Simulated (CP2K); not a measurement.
A run of CP2K 2026.2:

File bis_bands.inp:

```
&GLOBAL
  PROJECT bis_bands
  RUN_TYPE ENERGY_FORCE
  PRINT_LEVEL LOW
&END GLOBAL
&FORCE_EVAL
  METHOD QS
  STRESS_TENSOR ANALYTICAL
  &DFT
    BASIS_SET_FILE_NAME BASIS_MOLOPT_UZH
    POTENTIAL_FILE_NAME POTENTIAL_UZH
    &MGRID
      CUTOFF 450
      REL_CUTOFF 60
      NGRIDS 4
    &END MGRID
    &QS
      METHOD GPW
      EPS_DEFAULT 1.0E-9
    &END QS
    &KPOINTS
      SCHEME MONKHORST-PACK 7 7 7
      GAMMA_CENTERED T
      SYMMETRY T
      SYMMETRY_BACKEND SPGLIB
    &END KPOINTS
    &SCF
      SCF_GUESS ATOMIC
      EPS_SCF 1.0E-6
      MAX_SCF 100
      ADDED_MOS 10
      CHOLESKY OFF
      EPS_EIGVAL 1.0E-7
      &DIAGONALIZATION ON
        ALGORITHM STANDARD
      &END DIAGONALIZATION
      &MIXING ON
        METHOD BROYDEN_MIXING
        ALPHA 0.4
        BETA 1.5
        NBUFFER 8
      &END MIXING
      &SMEAR ON
        METHOD FERMI_DIRAC
        ELECTRONIC_TEMPERATURE [K] 580.226
      &END SMEAR
    &END SCF
    &XC
      &XC_FUNCTIONAL PBE
      &END XC_FUNCTIONAL
    &END XC
    &PRINT
      &KPOINTS ON
      &END KPOINTS
      &MULLIKEN ON
      &END MULLIKEN
      &MO ON
        ENERGIES T
        OCCUPATION_NUMBERS T
        &EACH
          QS_SCF 0
        &END EACH
        ADD_LAST NUMERIC
      &END MO
      &LOWDIN ON
      &END LOWDIN
      &HIRSHFELD ON
        SHAPE_FUNCTION DENSITY
      &END HIRSHFELD
      &BAND_STRUCTURE
        FILE_NAME bands.bs
        ADDED_MOS 6
        &KPOINT_SET
          UNITS B_VECTOR
          NPOINTS 10
          SPECIAL_POINT GAMMA 0.00000000 0.00000000 0.00000000
          SPECIAL_POINT X 0.00000000 0.50000000 0.00000000
          SPECIAL_POINT M 0.50000000 0.50000000 0.00000000
          SPECIAL_POINT GAMMA 0.00000000 0.00000000 0.00000000
          SPECIAL_POINT R 0.50000000 0.50000000 0.50000000
          SPECIAL_POINT X 0.00000000 0.50000000 0.00000000
        &END KPOINT_SET
        &KPOINT_SET
          UNITS B_VECTOR
          NPOINTS 10
          SPECIAL_POINT M 0.50000000 0.50000000 0.00000000
          SPECIAL_POINT R 0.50000000 0.50000000 0.50000000
        &END KPOINT_SET
      &END BAND_STRUCTURE
    &END PRINT
  &END DFT
  &SUBSYS
    &CELL
      A 4.0029443400 0.0000000000 0.0000000000
      B 0.0000000000 4.0029443400 0.0000000000
      C 0.0000000000 0.0000000000 4.0029443400
      PERIODIC XYZ
    &END CELL
    &COORD
      SCALED
      Bi  0.5000000000 0.5000000000 0.5000000000
      S   0.0000000000 0.0000000000 0.0000000000
    &END COORD
    &KIND Bi
      BASIS_SET DZVP-MOLOPT-PBE-GTH-q5
      POTENTIAL GTH-PBE-q5
    &END KIND
    &KIND S
      BASIS_SET DZVP-MOLOPT-PBE-GTH-q6
      POTENTIAL GTH-PBE-q6
    &END KIND
    &PRINT
      &ATOMIC_COORDINATES ON
      &END ATOMIC_COORDINATES
      &CELL ON
      &END CELL
      &SYMMETRY ON
      &END SYMMETRY
    &END PRINT
  &END SUBSYS
  &PRINT
    &FORCES ON
    &END FORCES
    &STRESS_TENSOR ON
    &END STRESS_TENSOR
  &END PRINT
&END FORCE_EVAL
```

Potentials or basis: POTENTIAL_UZH Bi GTH-PBE-q5, S GTH-PBE-q6; DZVP-MOLOPT-PBE-GTH basis.

Launch:

```console
$ OMP_NUM_THREADS=1 cp2k.psmp -i bis_bands.inp -o bis_bands.out
```

Hardware: 1 thread of Arm Neoverse V2 (shared host).

Problem. Estimate the wall time of this run.

Solution. Run time: 9 s on 1 thread of Arm Neoverse V2 (shared host), peak memory 0.25 GiB. Counts: scf iterations 14, k points 20, basis 26, bands 16, force evaluations 1.
